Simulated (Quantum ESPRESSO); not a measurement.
A run of Quantum ESPRESSO 7.5:

File pw.in:

```
&CONTROL
  calculation = 'scf'
  prefix = 'pwscf'
  outdir = './tmp'
  pseudo_dir = './pseudo'
  tprnfor = .true.
  tstress = .true.
  disk_io = 'low'
/
&SYSTEM
  ibrav = 0
  nat = 2
  ntyp = 1
  ecutwfc = 45
  ecutrho = 360
  nbnd = 21
  occupations = 'smearing'
  smearing = 'fd'
  degauss = 0.00367493
/
&ELECTRONS
  conv_thr = 4d-10
  electron_maxstep = 120
  mixing_beta = 0.5
/
ATOMIC_SPECIES
Ge    72.6300 ge_pbesol_v1.4.uspp.F.UPF
CELL_PARAMETERS angstrom
   0.0000000000    2.8287500000    2.8287500000
   2.8287500000    0.0000000000    2.8287500000
   2.8287500000    2.8287500000    0.0000000000
ATOMIC_POSITIONS crystal
Ge     0.0000000000    0.0000000000    0.0000000000
Ge     0.2500000000    0.2500000000    0.2500000000
K_POINTS automatic
10 10 10 0 0 0
```

bands.in

```
&CONTROL
  calculation = 'bands'
  prefix = 'pwscf'
  outdir = './tmp'
  pseudo_dir = './pseudo'
  disk_io = 'low'
  verbosity = 'high'
/
&SYSTEM
  ibrav = 0
  nat = 2
  ntyp = 1
  ecutwfc = 45
  ecutrho = 360
  nbnd = 21
  occupations = 'smearing'
  smearing = 'fd'
  degauss = 0.00367493
/
&ELECTRONS
  conv_thr = 1d-08
  electron_maxstep = 120
  mixing_beta = 0.5
  diago_full_acc = .true.
  startingwfc = 'random'
/
ATOMIC_SPECIES
Ge    72.6300 ge_pbesol_v1.4.uspp.F.UPF
CELL_PARAMETERS angstrom
   0.0000000000    2.8287500000    2.8287500000
   2.8287500000    0.0000000000    2.8287500000
   2.8287500000    2.8287500000    0.0000000000
ATOMIC_POSITIONS crystal
Ge     0.0000000000    0.0000000000    0.0000000000
Ge     0.2500000000    0.2500000000    0.2500000000
K_POINTS crystal
60
 0.0000000000  0.0000000000  0.0000000000 1
 0.0625000000  0.0000000000  0.0625000000 1
 0.1250000000  0.0000000000  0.1250000000 1
 0.1875000000  0.0000000000  0.1875000000 1
 0.2500000000  0.0000000000  0.2500000000 1
 0.3125000000  0.0000000000  0.3125000000 1
 0.3750000000  0.0000000000  0.3750000000 1
 0.4375000000  0.0000000000  0.4375000000 1
 0.5000000000  0.0000000000  0.5000000000 1
 0.5000000000  0.0625000000  0.5625000000 1
 0.5000000000  0.1250000000  0.6250000000 1
 0.5000000000  0.1875000000  0.6875000000 1
 0.5000000000  0.2500000000  0.7500000000 1
 0.4375000000  0.3125000000  0.7500000000 1
 0.3750000000  0.3750000000  0.7500000000 1
 0.3375000000  0.3375000000  0.6750000000 1
 0.3000000000  0.3000000000  0.6000000000 1
 0.2625000000  0.2625000000  0.5250000000 1
 0.2250000000  0.2250000000  0.4500000000 1
 0.1875000000  0.1875000000  0.3750000000 1
 0.1500000000  0.1500000000  0.3000000000 1
 0.1125000000  0.1125000000  0.2250000000 1
 0.0750000000  0.0750000000  0.1500000000 1
 0.0375000000  0.0375000000  0.0750000000 1
 0.0000000000  0.0000000000  0.0000000000 1
 0.0625000000  0.0625000000  0.0625000000 1
 0.1250000000  0.1250000000  0.1250000000 1
 0.1875000000  0.1875000000  0.1875000000 1
 0.2500000000  0.2500000000  0.2500000000 1
 0.3125000000  0.3125000000  0.3125000000 1
 0.3750000000  0.3750000000  0.3750000000 1
 0.4375000000  0.4375000000  0.4375000000 1
 0.5000000000  0.5000000000  0.5000000000 1
 0.5250000000  0.4500000000  0.5250000000 1
 0.5500000000  0.4000000000  0.5500000000 1
 0.5750000000  0.3500000000  0.5750000000 1
 0.6000000000  0.3000000000  0.6000000000 1
 0.6250000000  0.2500000000  0.6250000000 1
 0.5833333333  0.2500000000  0.6666666667 1
 0.5416666667  0.2500000000  0.7083333333 1
 0.5000000000  0.2500000000  0.7500000000 1
 0.5000000000  0.2857142857  0.7142857143 1
 0.5000000000  0.3214285714  0.6785714286 1
 0.5000000000  0.3571428571  0.6428571429 1
 0.5000000000  0.3928571429  0.6071428571 1
 0.5000000000  0.4285714286  0.5714285714 1
 0.5000000000  0.4642857143  0.5357142857 1
 0.5000000000  0.5000000000  0.5000000000 1
 0.4821428571  0.4821428571  0.5357142857 1
 0.4642857143  0.4642857143  0.5714285714 1
 0.4464285714  0.4464285714  0.6071428571 1
 0.4285714286  0.4285714286  0.6428571429 1
 0.4107142857  0.4107142857  0.6785714286 1
 0.3928571429  0.3928571429  0.7142857143 1
 0.3750000000  0.3750000000  0.7500000000 1
 0.6250000000  0.2500000000  0.6250000000 1
 0.5937500000  0.1875000000  0.5937500000 1
 0.5625000000  0.1250000000  0.5625000000 1
 0.5312500000  0.0625000000  0.5312500000 1
 0.5000000000  0.0000000000  0.5000000000 1
```

Potentials or basis: GBRV 1.5 PBEsol.

Run with:

```bash
$ OMP_NUM_THREADS=1 pw.x -in pw.in > pw.out
$ OMP_NUM_THREADS=1 pw.x -in bands.in > bands.out
```

Hardware: 1 thread of Arm Neoverse V1 (shared host).

**Question.** Estimate the wall time of this run.

**Answer.** Run time: 59 s on 1 thread of Arm Neoverse V1 (shared host), peak memory 0.17 GiB. Counts: scf iterations 7, k pools 1, bands 21, k points 47, g dense 35149.
